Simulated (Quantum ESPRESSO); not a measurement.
# MgB (Pm-3m) in Quantum ESPRESSO: notebook, part 2 of 2

Quantum ESPRESSO 7.5.

### 3 Phonons, PBE

The input, pw.in:

```
&CONTROL
  calculation = 'scf'
  prefix = 'pwscf'
  outdir = './tmp'
  pseudo_dir = './pseudo'
  tprnfor = .true.
  tstress = .true.
  disk_io = 'low'
/
&SYSTEM
  ibrav = 0
  A = 2.89515
  nat = 2
  ntyp = 2
  ecutwfc = 84
  nbnd = 12
  occupations = 'smearing'
  smearing = 'mv'
  degauss = 0.01469973
/
&ELECTRONS
  conv_thr = 4d-10
  electron_maxstep = 120
  mixing_beta = 0.5
/
ATOMIC_SPECIES
Mg    24.3050 Mg.upf
B     10.8100 B.upf
CELL_PARAMETERS alat
   1.0000000000    0.0000000000    0.0000000000
   0.0000000000    1.0000000000    0.0000000000
   0.0000000000    0.0000000000    1.0000000000
ATOMIC_POSITIONS alat
Mg     0.0000000000    0.0000000000    0.0000000000
B      0.5000000000    0.5000000000    0.5000000000
K_POINTS automatic
9 9 9 0 0 0
```

The input, relax.in:

```
&CONTROL
  calculation = 'vc-relax'
  prefix = 'pwscf'
  outdir = './tmp'
  pseudo_dir = './pseudo'
  tprnfor = .true.
  tstress = .true.
  disk_io = 'low'
  nstep = 40
  forc_conv_thr = 0.0001
  etot_conv_thr = 1d-06
/
&SYSTEM
  ibrav = 0
  A = 2.89515
  nat = 2
  ntyp = 2
  ecutwfc = 84
  nbnd = 12
  occupations = 'smearing'
  smearing = 'mv'
  degauss = 0.01469973
/
&ELECTRONS
  conv_thr = 4d-10
  electron_maxstep = 120
  mixing_beta = 0.5
/
&IONS
  ion_dynamics = 'bfgs'
/
&CELL
  cell_dynamics = 'bfgs'
  press = 0
  press_conv_thr = 0.2
/
ATOMIC_SPECIES
Mg    24.3050 Mg.upf
B     10.8100 B.upf
CELL_PARAMETERS alat
   1.0000000000    0.0000000000    0.0000000000
   0.0000000000    1.0000000000    0.0000000000
   0.0000000000    0.0000000000    1.0000000000
ATOMIC_POSITIONS alat
Mg     0.0000000000    0.0000000000    0.0000000000
B      0.5000000000    0.5000000000    0.5000000000
K_POINTS automatic
9 9 9 0 0 0
```

The input, scf2.in:

```
&CONTROL
  calculation = 'scf'
  prefix = 'pwscf'
  outdir = './tmp'
  pseudo_dir = './pseudo'
  tprnfor = .true.
  tstress = .true.
  disk_io = 'low'
/
&SYSTEM
  ibrav = 0
  A = 2.8984024
  nat = 2
  ntyp = 2
  ecutwfc = 84
  nbnd = 12
  occupations = 'smearing'
  smearing = 'mv'
  degauss = 0.01469973
/
&ELECTRONS
  conv_thr = 1d-13
  electron_maxstep = 120
  mixing_beta = 0.5
  startingpot = 'file'
  startingwfc = 'file'
/
ATOMIC_SPECIES
Mg    24.3050 Mg.upf
B     10.8100 B.upf
CELL_PARAMETERS alat
   1.0000000000    0.0000000000    0.0000000000
   0.0000000000    1.0000000000    0.0000000000
   0.0000000000    0.0000000000    1.0000000000
ATOMIC_POSITIONS alat
Mg     0.0000000000    0.0000000000    0.0000000000
B      0.5000000000    0.5000000000    0.5000000000
K_POINTS automatic
9 9 9 0 0 0
```

The input, ph.in:

```
phonons of MgB
&INPUTPH
  prefix = 'pwscf'
  outdir = './tmp'
  tr2_ph = 1d-18
  fildyn = 'dyn'
  niter_ph = 90
  alpha_mix(1) = 0.4
/
0.5000000000 0.5000000000 0.0000000000
```

Potentials or basis: PseudoDojo 0.4.1 SR PBE standard.

Command:

```console
$ OMP_NUM_THREADS=1 pw.x -in pw.in > pw.out
$ OMP_NUM_THREADS=1 pw.x -in relax.in > relax.out
$ OMP_NUM_THREADS=1 pw.x -in scf2.in > scf2.out
$ OMP_NUM_THREADS=1 ph.x -in ph.in > ph.out
```

pw.out:

```text
This program is part of the open-source Quantum ESPRESSO suite
     for quantum simulation of materials; please cite
[... 9 lines left out ...]
     --------------------
     sticks:   dense  smooth     PW     G-vecs:    dense   smooth      PW
     Sum         793     793    241                17071    17071    2801

     Using Slab Decomposition

     bravais-lattice index     =            0
     lattice parameter (alat)  =       5.4710  a.u.
     unit-cell volume          =     163.7607 (a.u.)^3
     number of atoms/cell      =            2
     number of atomic types    =            2
     number of electrons       =        13.00
     number of Kohn-Sham states=           12
     kinetic-energy cutoff     =      84.0000  Ry
     charge density cutoff     =     336.0000  Ry
     scf convergence threshold =      4.0E-10
     mixing beta               =       0.5000
     number of iterations used =            8  plain     mixing
     Exchange-correlation= PBE
                           (   1   4   3   4   0   0   0)

     celldm(1)=   5.471041  celldm(2)=   0.000000  celldm(3)=   0.000000
     celldm(4)=   0.000000  celldm(5)=   0.000000  celldm(6)=   0.000000

     crystal axes: (cart. coord. in units of alat)
               a(1) = (   1.000000   0.000000   0.000000 )
               a(2) = (   0.000000   1.000000   0.000000 )
               a(3) = (   0.000000   0.000000   1.000000 )

     reciprocal axes: (cart. coord. in units 2 pi/alat)
               b(1) = (  1.000000  0.000000  0.000000 )
               b(2) = (  0.000000  1.000000  0.000000 )
               b(3) = (  0.000000  0.000000  1.000000 )

     PseudoPot. # 1 for Mg read from file:
     Mg.upf
     Pseudo is Norm-conserving, Zval = 10.0
     Generated using ONCVPSP code by D. R. Hamann
     Using radial grid of 1510 points,  4 beta functions with:
                l(1) =   0
                l(2) =   0
                l(3) =   1
                l(4) =   1

     PseudoPot. # 2 for B  read from file:
     B.upf
     Pseudo is Norm-conserving + core correction, Zval =  3.0
     Generated using ONCVPSP code by D. R. Hamann
     Using radial grid of 1534 points,  4 beta functions with:
                l(1) =   0
                l(2) =   0
                l(3) =   1
                l(4) =   1

     atomic species   valence    mass     pseudopotential
     Mg               10.00    24.30500     Mg( 1.00)
     B                 3.00    10.81000     B ( 1.00)

     48 Sym. Ops., with inversion, found

   Cartesian axes

     site n.     atom                  positions (alat units)
         1        Mg     tau(   1) = (   0.0000000   0.0000000   0.0000000  )
         2        B      tau(   2) = (   0.5000000   0.5000000   0.5000000  )

     number of k points=    35  Marzari-Vanderbilt smearing, width (Ry)=  0.0147
                       cart. coord. in units 2pi/alat
        k(    1) = (   0.0000000   0.0000000   0.0000000), wk =   0.0027435
        k(    2) = (   0.0000000   0.0000000   0.1111111), wk =   0.0164609
        k(    3) = (   0.0000000   0.0000000   0.2222222), wk =   0.0164609
        k(    4) = (   0.0000000   0.0000000   0.3333333), wk =   0.0164609
        k(    5) = (   0.0000000   0.0000000   0.4444444), wk =   0.0164609
        k(    6) = (   0.0000000   0.1111111   0.1111111), wk =   0.0329218
[... 27 lines left out ...]
        k(   34) = (   0.3333333   0.4444444   0.4444444), wk =   0.0658436
        k(   35) = (   0.4444444   0.4444444   0.4444444), wk =   0.0219479

     Dense  grid:    17071 G-vectors     FFT dimensions: (  32,  32,  32)

     Initial potential from superposition of free atoms

     starting charge      12.9989, renormalised to      13.0000
     Starting wfcs are    9 randomized atomic wfcs +    3 random wfcs

     Self-consistent Calculation

     iteration #  1     ecut=    84.00 Ry     beta= 0.50
     Davidson diagonalization with overlap
     ethr =  1.00E-02,  avg # of iterations =  4.4

     Threshold (ethr) on eigenvalues was too large:
     Diagonalizing with lowered threshold

     Davidson diagonalization with overlap
     ethr =  2.97E-04,  avg # of iterations =  2.1

     total energy              =    -124.55089298 Ry
     estimated scf accuracy    <       0.03735823 Ry

     iteration #  2     ecut=    84.00 Ry     beta= 0.50
     Davidson diagonalization with overlap
     ethr =  2.87E-04,  avg # of iterations =  1.9
[... 36 lines left out ...]
     total energy              =    -124.55509091 Ry
     estimated scf accuracy    <          4.5E-09 Ry

     iteration #  8     ecut=    84.00 Ry     beta= 0.50
     Davidson diagonalization with overlap
     ethr =  3.46E-11,  avg # of iterations =  2.0

     End of self-consistent calculation

          k = 0.0000 0.0000 0.0000 (  2103 PWs)   bands (ev):

   -66.8960 -33.6627 -33.6627 -33.6627  -2.4089  10.8489  10.8489  10.8489
    15.4452  15.4452  17.3018  26.5275

          k = 0.0000 0.0000 0.1111 (  2120 PWs)   bands (ev):

   -66.8955 -33.6689 -33.6622 -33.6622  -2.2130   9.4285  10.9608  10.9608
    15.6637  16.5203  17.8789  25.6034
[... 158 lines left out ...]
   -66.8854 -33.7028 -33.7026 -33.6906   4.4548   6.4468   6.7025   9.0582
    12.0028  14.0264  14.0338  20.3786

          k = 0.4444 0.4444 0.4444 (  2152 PWs)   bands (ev):

   -66.8845 -33.7015 -33.7013 -33.7013   5.4664   7.0489   7.0489   7.7839
    12.6462  12.6462  12.6522  19.0708

     the Fermi energy is     8.4920 ev

!    total energy              =    -124.55509091 Ry
     estimated scf accuracy    <          1.1E-10 Ry
     smearing contrib. (-TS)   =      -0.00035835 Ry
     internal energy E=F+TS    =    -124.55473257 Ry

     The total energy is F=E-TS. E is the sum of the following terms:
     one-electron contribution =     -82.21963099 Ry
     hartree contribution      =      41.20550113 Ry
     xc contribution           =     -18.21818778 Ry
     ewald contribution        =     -65.32241492 Ry

     convergence has been achieved in   8 iterations

     Forces acting on atoms (cartesian axes, Ry/au):

     atom    1 type  1   force =     0.00000000    0.00000000    0.00000000
     atom    2 type  2   force =     0.00000000    0.00000000    0.00000000

     Total force =     0.000000     Total SCF correction =     0.000000

     Computing stress (Cartesian axis) and pressure

          total   stress  (Ry/bohr**3)                   (kbar)     P=        2.86
   0.00001947   0.00000000   0.00000000            2.86        0.00        0.00
   0.00000000   0.00001947   0.00000000            0.00        2.86        0.00
   0.00000000   0.00000000   0.00001947            0.00        0.00        2.86

=------------------------------------------------------------------------------=
   JOB DONE.
=------------------------------------------------------------------------------=
```

relax.out:

```text
This program is part of the open-source Quantum ESPRESSO suite
     for quantum simulation of materials; please cite
[... 9 lines left out ...]
     --------------------
     sticks:   dense  smooth     PW     G-vecs:    dense   smooth      PW
     Sum         793     793    241                17071    17071    2801
[... 1588 lines left out ...]
   0.00000016   0.00000000   0.00000000            0.02        0.00        0.00
   0.00000000   0.00000016   0.00000000            0.00        0.02        0.00
   0.00000000   0.00000000   0.00000016            0.00        0.00        0.02

=------------------------------------------------------------------------------=
   JOB DONE.
=------------------------------------------------------------------------------=
```

scf2.out:

```text
This program is part of the open-source Quantum ESPRESSO suite
     for quantum simulation of materials; please cite
[... 9 lines left out ...]
     --------------------
     sticks:   dense  smooth     PW     G-vecs:    dense   smooth      PW
     Sum         793     793    241                17071    17071    2801
[... 321 lines left out ...]
   0.00000018   0.00000000   0.00000000            0.03        0.00        0.00
   0.00000000   0.00000018   0.00000000            0.00        0.03        0.00
   0.00000000   0.00000000   0.00000018            0.00        0.00        0.03

=------------------------------------------------------------------------------=
   JOB DONE.
=------------------------------------------------------------------------------=
```

It took 11 min on 1 thread of Intel Xeon at 2.50GHz (Skylake/Cascade Lake), shared host; peak memory 0.08 GiB.

What came out:

```yaml
Free_energy: -1694.6584 eV
Relaxed_volume: 12.17 Å³/atom
Relaxed_cell: a = 2.898 Å, b = 2.898 Å, c = 2.898 Å, α = 90.00°, β = 90.00°, γ = 90.00°
Space_group_after_relaxing_to_0.05_Å: Pm-3m (No. 221)
Pressure_after_relaxing: 0.0 GPa
Band_gap_on_the_k_mesh: none (metal or under the smearing width)
Highest_phonon_frequency_at_the_q_point_run: 448 cm⁻¹
```

Final structure:
```xyz
2
Lattice="2.8984 0.0000 0.0000 0.0000 2.8984 0.0000 0.0000 0.0000 2.8984" Properties=species:S:1:pos:R:3 pbc="T T T"
Mg    0.0000    0.0000    0.0000
B     1.4492    1.4492    1.4492
```

Levels at points of the mesh, in eV from the Fermi level:
| k point | band 4 | band 5 | band 6 | band 7 | band 8 | band 9 |
| --- | --- | --- | --- | --- | --- | --- |
| (0.00, 0.00, 0.00) | -42.16 | -10.88 | 2.35 | 2.35 | 2.35 | 6.95 |

Phonon frequencies in cm⁻¹ (negative: imaginary):
| q point | frequencies |
| --- | --- |
| (0.500, 0.500, 0.000) | 109 109 226 392 448 448 |

Phonon modes at q = (0.500, 0.500, 0.000) in reciprocal lattice units:
```csv
mode,symmetry,cm⁻¹
1,E_u,109
2,E_u,109
3,A_2u,226
4,B_1u,392
5,E_u,448
6,E_u,448
```

Caveat: the mesh is thin for the phonons of a metal; the q point doesn't lie on the k mesh, which can shift a metal's frequencies strongly unless the mesh is converged.

### 4 Phonons, PBE

pw.in is that of step 3.

relax.in is that of step 3.

scf2.in is that of step 3.

ph.in: that of step 3 with these lines changed.

```diff
@@ -9,2 +9,2 @@
 /
-0.5000000000 0.5000000000 0.0000000000
+0.5000000000 0.5000000000 0.5000000000
```

Potentials or basis: PseudoDojo 0.4.1 SR PBE standard.

Command:

```console
$ OMP_NUM_THREADS=1 pw.x -in pw.in > pw.out
$ OMP_NUM_THREADS=1 pw.x -in relax.in > relax.out
$ OMP_NUM_THREADS=1 pw.x -in scf2.in > scf2.out
$ OMP_NUM_THREADS=1 ph.x -in ph.in > ph.out
```

pw.out:

```text
This program is part of the open-source Quantum ESPRESSO suite
     for quantum simulation of materials; please cite
[... 9 lines left out ...]
     --------------------
     sticks:   dense  smooth     PW     G-vecs:    dense   smooth      PW
     Sum         793     793    241                17071    17071    2801

     Using Slab Decomposition

     bravais-lattice index     =            0
     lattice parameter (alat)  =       5.4710  a.u.
     unit-cell volume          =     163.7607 (a.u.)^3
     number of atoms/cell      =            2
     number of atomic types    =            2
     number of electrons       =        13.00
     number of Kohn-Sham states=           12
     kinetic-energy cutoff     =      84.0000  Ry
     charge density cutoff     =     336.0000  Ry
     scf convergence threshold =      4.0E-10
     mixing beta               =       0.5000
     number of iterations used =            8  plain     mixing
     Exchange-correlation= PBE
                           (   1   4   3   4   0   0   0)

     celldm(1)=   5.471041  celldm(2)=   0.000000  celldm(3)=   0.000000
     celldm(4)=   0.000000  celldm(5)=   0.000000  celldm(6)=   0.000000

     crystal axes: (cart. coord. in units of alat)
               a(1) = (   1.000000   0.000000   0.000000 )
               a(2) = (   0.000000   1.000000   0.000000 )
               a(3) = (   0.000000   0.000000   1.000000 )

     reciprocal axes: (cart. coord. in units 2 pi/alat)
               b(1) = (  1.000000  0.000000  0.000000 )
               b(2) = (  0.000000  1.000000  0.000000 )
               b(3) = (  0.000000  0.000000  1.000000 )

     PseudoPot. # 1 for Mg read from file:
     Mg.upf
     Pseudo is Norm-conserving, Zval = 10.0
     Generated using ONCVPSP code by D. R. Hamann
     Using radial grid of 1510 points,  4 beta functions with:
                l(1) =   0
                l(2) =   0
                l(3) =   1
                l(4) =   1

     PseudoPot. # 2 for B  read from file:
     B.upf
     Pseudo is Norm-conserving + core correction, Zval =  3.0
     Generated using ONCVPSP code by D. R. Hamann
     Using radial grid of 1534 points,  4 beta functions with:
                l(1) =   0
                l(2) =   0
                l(3) =   1
                l(4) =   1

     atomic species   valence    mass     pseudopotential
     Mg               10.00    24.30500     Mg( 1.00)
     B                 3.00    10.81000     B ( 1.00)

     48 Sym. Ops., with inversion, found

   Cartesian axes

     site n.     atom                  positions (alat units)
         1        Mg     tau(   1) = (   0.0000000   0.0000000   0.0000000  )
         2        B      tau(   2) = (   0.5000000   0.5000000   0.5000000  )

     number of k points=    35  Marzari-Vanderbilt smearing, width (Ry)=  0.0147
                       cart. coord. in units 2pi/alat
        k(    1) = (   0.0000000   0.0000000   0.0000000), wk =   0.0027435
        k(    2) = (   0.0000000   0.0000000   0.1111111), wk =   0.0164609
        k(    3) = (   0.0000000   0.0000000   0.2222222), wk =   0.0164609
        k(    4) = (   0.0000000   0.0000000   0.3333333), wk =   0.0164609
        k(    5) = (   0.0000000   0.0000000   0.4444444), wk =   0.0164609
        k(    6) = (   0.0000000   0.1111111   0.1111111), wk =   0.0329218
[... 27 lines left out ...]
        k(   34) = (   0.3333333   0.4444444   0.4444444), wk =   0.0658436
        k(   35) = (   0.4444444   0.4444444   0.4444444), wk =   0.0219479

     Dense  grid:    17071 G-vectors     FFT dimensions: (  32,  32,  32)

     Initial potential from superposition of free atoms

     starting charge      12.9989, renormalised to      13.0000
     Starting wfcs are    9 randomized atomic wfcs +    3 random wfcs

     Self-consistent Calculation

     iteration #  1     ecut=    84.00 Ry     beta= 0.50
     Davidson diagonalization with overlap
     ethr =  1.00E-02,  avg # of iterations =  4.4

     Threshold (ethr) on eigenvalues was too large:
     Diagonalizing with lowered threshold

     Davidson diagonalization with overlap
     ethr =  2.97E-04,  avg # of iterations =  2.1

     total energy              =    -124.55089298 Ry
     estimated scf accuracy    <       0.03735823 Ry

     iteration #  2     ecut=    84.00 Ry     beta= 0.50
     Davidson diagonalization with overlap
     ethr =  2.87E-04,  avg # of iterations =  1.9
[... 36 lines left out ...]
     total energy              =    -124.55509091 Ry
     estimated scf accuracy    <          4.5E-09 Ry

     iteration #  8     ecut=    84.00 Ry     beta= 0.50
     Davidson diagonalization with overlap
     ethr =  3.46E-11,  avg # of iterations =  2.0

     End of self-consistent calculation

          k = 0.0000 0.0000 0.0000 (  2103 PWs)   bands (ev):

   -66.8960 -33.6627 -33.6627 -33.6627  -2.4089  10.8489  10.8489  10.8489
    15.4452  15.4452  17.3018  26.5275

          k = 0.0000 0.0000 0.1111 (  2120 PWs)   bands (ev):

   -66.8955 -33.6689 -33.6622 -33.6622  -2.2130   9.4285  10.9608  10.9608
    15.6637  16.5203  17.8789  25.6034
[... 158 lines left out ...]
   -66.8854 -33.7028 -33.7026 -33.6906   4.4548   6.4468   6.7025   9.0582
    12.0028  14.0264  14.0338  20.3786

          k = 0.4444 0.4444 0.4444 (  2152 PWs)   bands (ev):

   -66.8845 -33.7015 -33.7013 -33.7013   5.4664   7.0489   7.0489   7.7839
    12.6462  12.6462  12.6522  19.0708

     the Fermi energy is     8.4920 ev

!    total energy              =    -124.55509091 Ry
     estimated scf accuracy    <          1.1E-10 Ry
     smearing contrib. (-TS)   =      -0.00035835 Ry
     internal energy E=F+TS    =    -124.55473257 Ry

     The total energy is F=E-TS. E is the sum of the following terms:
     one-electron contribution =     -82.21963099 Ry
     hartree contribution      =      41.20550113 Ry
     xc contribution           =     -18.21818778 Ry
     ewald contribution        =     -65.32241492 Ry

     convergence has been achieved in   8 iterations

     Forces acting on atoms (cartesian axes, Ry/au):

     atom    1 type  1   force =     0.00000000    0.00000000    0.00000000
     atom    2 type  2   force =     0.00000000    0.00000000    0.00000000

     Total force =     0.000000     Total SCF correction =     0.000000

     Computing stress (Cartesian axis) and pressure

          total   stress  (Ry/bohr**3)                   (kbar)     P=        2.86
   0.00001947   0.00000000   0.00000000            2.86        0.00        0.00
   0.00000000   0.00001947   0.00000000            0.00        2.86        0.00
   0.00000000   0.00000000   0.00001947            0.00        0.00        2.86

=------------------------------------------------------------------------------=
   JOB DONE.
=------------------------------------------------------------------------------=
```

scf2.out:

```text
This program is part of the open-source Quantum ESPRESSO suite
     for quantum simulation of materials; please cite
[... 9 lines left out ...]
     --------------------
     sticks:   dense  smooth     PW     G-vecs:    dense   smooth      PW
     Sum         793     793    241                17071    17071    2801
[... 321 lines left out ...]
   0.00000018   0.00000000   0.00000000            0.03        0.00        0.00
   0.00000000   0.00000018   0.00000000            0.00        0.03        0.00
   0.00000000   0.00000000   0.00000018            0.00        0.00        0.03

=------------------------------------------------------------------------------=
   JOB DONE.
=------------------------------------------------------------------------------=
```

Run time: 5.2 min. Hardware: 1 thread of Intel Xeon at 2.50GHz (Skylake/Cascade Lake), shared host; peak memory 0.08 GiB.

Results:

| Quantity | Value |
| --- | --- |
| Free energy | -1694.6584 eV |
| Relaxed volume | 12.17 Å³/atom |
| Relaxed cell | a = 2.898 Å, b = 2.898 Å, c = 2.898 Å, α = 90.00°, β = 90.00°, γ = 90.00° |
| Space group after relaxing (to 0.05 Å) | Pm-3m (No. 221) |
| Pressure after relaxing | 0.0 GPa |
| Band gap on the k mesh | none (metal or under the smearing width) |
| Highest phonon frequency at the q point run | 340 cm⁻¹ |

Final structure:
```xyz
2
Lattice="2.8984 0.0000 0.0000 0.0000 2.8984 0.0000 0.0000 0.0000 2.8984" Properties=species:S:1:pos:R:3 pbc="T T T"
Mg    0.0000    0.0000    0.0000
B     1.4492    1.4492    1.4492
```

Phonon frequencies in cm⁻¹ (negative: imaginary):
| q point | frequencies |
| --- | --- |
| (0.500, 0.500, 0.500) | 216 216 216 340 340 340 |

Phonon modes at q = (0.500, 0.500, 0.500) in reciprocal lattice units:
```tsv
mode	symmetry	cm⁻¹
1	T_2g	216
2	T_2g	216
3	T_2g	216
4	T_1u	340
5	T_1u	340
6	T_1u	340
```

Caveat: the mesh is thin for the phonons of a metal; the q point doesn't lie on the k mesh, which can shift a metal's frequencies strongly unless the mesh is converged.
